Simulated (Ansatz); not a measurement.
Crystal: BiS.

```
CELL_PARAMETERS angstrom
2.10927 1.21779 3.50049
-2.10927 1.21779 3.50049
0.00000 -2.43558 3.50049
ATOMIC_POSITIONS crystal
Bi 0.00000 0.00000 0.00000
S 0.50000 0.50000 0.50000
```

The cell was built by a generator and needn't be a form met in nature.

* Program: Ansatz 0.2.0
* Task: relaxation of cell and atoms
* Functional: HSE03
* Potentials or basis: Ansatz PAW
* Cutoff: 420 eV (not typed: the program's choice for these potentials)
* k mesh: 4 × 4 × 4
* Occupations: fermi-dirac, width 0.05 eV
* Spin: no spin polarisation

At the start: volume 26.97 Å³/atom.

Q: How do energy, volume and symmetry change on relaxing?

A: It ends after 5 steps and the volume is 25.69 Å³/atom (-4.8 %); space group R-3m (No. 166, to 0.05 Å).

The path:
```tsv
step	energy change (eV)	largest force (eV/Å)	volume (Å³)
1	0.0000	0.0000	53.95
2	-0.0096	0.0000	49.46
3	-0.0262	0.0000	51.55
4	-0.0263	0.0000	51.39
5	-0.0259	0.0000	51.39
```

Final structure:
```yaml
crystal:
  lattice:
    - [2.07446, 1.19769, 3.44705]
    - [-2.07446, 1.19769, 3.44705]
    - [0.00000, -2.39538, 3.44705]
  atoms:
    - { symbol: Bi, position: [0.00000, 0.00000, 0.00000] }
    - { symbol: S, position: [0.50000, 0.50000, 0.50000] }
```

Caveat: the k mesh is coarse (spacing up to 0.46 Å⁻¹), so the values aren't converged, least of all with exact exchange; the plane-wave basis is chosen anew once the cell has moved, so the energies of steps on either side of that aren't comparable; the PAW data sets come from PBE, with cores solved anew for the run's functional, which leaves a small shift of forces and pressure.
